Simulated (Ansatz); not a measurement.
# C₂H₉BSn: a ladder of functionals and wavefunction methods

How much do the methods differ for C₂H₉BSn? The plan is to run it at one geometry with functionals of several rungs and with coupled cluster, and see how far each lands from CCSD(T) at the basis-set limit for the atomisation energy.

Method: functionals in def2-TZVPP, the program's frozen cores in correlated methods; program: Ansatz 0.2.0, Gaussian basis.

Levels to be run: PBE-D4, r2SCAN-D4, PBE0-D4, B3LYP-D4, ωB97X-V, ωB97M-V, B2PLYP; CCSD(T)/def2-TZVPP; MP2/def2-QZVPP; extrapolation to the limit.

## Step 1: The geometry

An earlier PBE0-D4 in a triple-zeta def2 set relaxation fixed the geometry. Sn takes the def2 core potential; no spin-orbit term is included.

SMILES `B[CH2][SnH2][CH3]`, 13 atoms, charge 0, spin multiplicity 1.

Atoms are counted from 1 here; the program's logs count them from 0.

Bond lengths: B1–C2 1.510 Å, B1–H5 1.201 Å, B1–H6 1.200 Å, C2–Sn3 2.213 Å, C2–H7 1.090 Å, C2–H8 1.089 Å, Sn3–C4 2.136 Å, Sn3–H9 1.710 Å, Sn3–H10 1.709 Å, C4–H11 1.090 Å, C4–H12 1.090 Å, C4–H13 1.090 Å. Angles: C2–B1–H5 120.4°, C2–B1–H6 120.8°, H5–B1–H6 118.6°, B1–C2–Sn3 94.0°, B1–C2–H7 119.3°, B1–C2–H8 119.5°, Sn3–C2–H7 102.2°, Sn3–C2–H8 104.0°, H7–C2–H8 112.3°, C2–Sn3–C4 106.9°, C2–Sn3–H9 112.2°, C2–Sn3–H10 106.2°, C4–Sn3–H9 110.4°, C4–Sn3–H10 112.2°, H9–Sn3–H10 108.9°, Sn3–C4–H11 109.9°, Sn3–C4–H12 110.3°, Sn3–C4–H13 109.3° and more.

## Step 2: PBE-D4 (GGA)

The input, in.yaml:

```yaml
crystal:
  periodic: [false, false, false]
  atoms:
    - {symbol: B, position_ang: [-1.593032, 1.066703, -0.934237]}
    - {symbol: C, position_ang: [-1.521119, -0.175124, -0.077675]}
    - {symbol: Sn, position_ang: [0.621408, -0.530885, -0.500583]}
    - {symbol: C, position_ang: [1.675109, -0.224282, 1.331742]}
    - {symbol: H, position_ang: [-1.279689, 2.135081, -0.483284]}
    - {symbol: H, position_ang: [-1.869049, 0.993143, -2.099450]}
    - {symbol: H, position_ang: [-1.529112, -0.075898, 1.008072]}
    - {symbol: H, position_ang: [-2.011600, -1.087918, -0.413363]}
    - {symbol: H, position_ang: [1.222040, 0.513668, -1.714130]}
    - {symbol: H, position_ang: [0.738599, -2.144503, -1.050711]}
    - {symbol: H, position_ang: [1.307817, -0.914863, 2.090753]}
    - {symbol: H, position_ang: [2.742717, -0.388851, 1.185549]}
    - {symbol: H, position_ang: [1.516411, 0.799131, 1.672214]}
basis:
  gaussian: {orbitals: def2-TZVPP}
hamiltonian: {xc: pbe, dispersion: d4}
output: {forces: true, orbitals: {seedname: orbitals}}
```

Command:

```sh
ansatz run in.yaml --threads 4 --pin off --events-out ev --progress --plain --max-ram 10444MiB
```

The runs that follow: r2SCAN-D4 (meta-GGA); PBE0-D4 (hybrid); B3LYP-D4 (hybrid); ωB97X-V (range-separated); ωB97M-V (range-separated); B2PLYP (double hybrid); CCSD(T) in def2-TZVPP; MP2 in def2-QZVPP.

**Question.** What will the summary of the whole plan be? Wanted: atomisation energy, CCSD(T)/CBS; farthest; mean size of error, hybrid; mean size of error, range-separated; gap, smallest and largest; T1 diagnostic; triples share of the correlation energy.

**Answer**, as computed:

| quantity | value |
| --- | --- |
| atomisation energy, CCSD(T)/CBS | 45.275 eV |
| functionals within 0.453 eV (1.0 %) | PBE-D4, r2SCAN-D4, PBE0-D4, B3LYP-D4, ωB97X-V, ωB97M-V |
| farthest | B2PLYP (-0.617 eV) |
| mean size of error, hybrid | 0.122 eV |
| mean size of error, range-separated | 0.030 eV |
| gap, smallest and largest | 5.31 eV (PBE-D4), 11.64 eV (ωB97X-V) |
| T1 diagnostic | 0.0116 |
| triples share of the correlation energy | 3.4 % |

What this shows: PBE-D4 misses by +0.141 eV. Double hybrids carry the basis error of their MP2 part in triple zeta, and no dispersion term here, so their miss is partly the set-up's. Misses under about 0.453 eV are within the doubt on the reference itself, which lacks core-valence correlation, spin-orbit coupling and higher excitations, and its outer-core shells are covered unevenly. All levels share the lack of spin-orbit coupling, which lowers the free heavy atoms and so the true binding. Hartree-Fock recovers 76 % of the binding; the rest is correlation. The gap grows from 5.3 to 11.6 eV across the functionals, mostly with the share of exact exchange. Correlated methods include outer-core shells of Sn, which these sets cover unevenly.
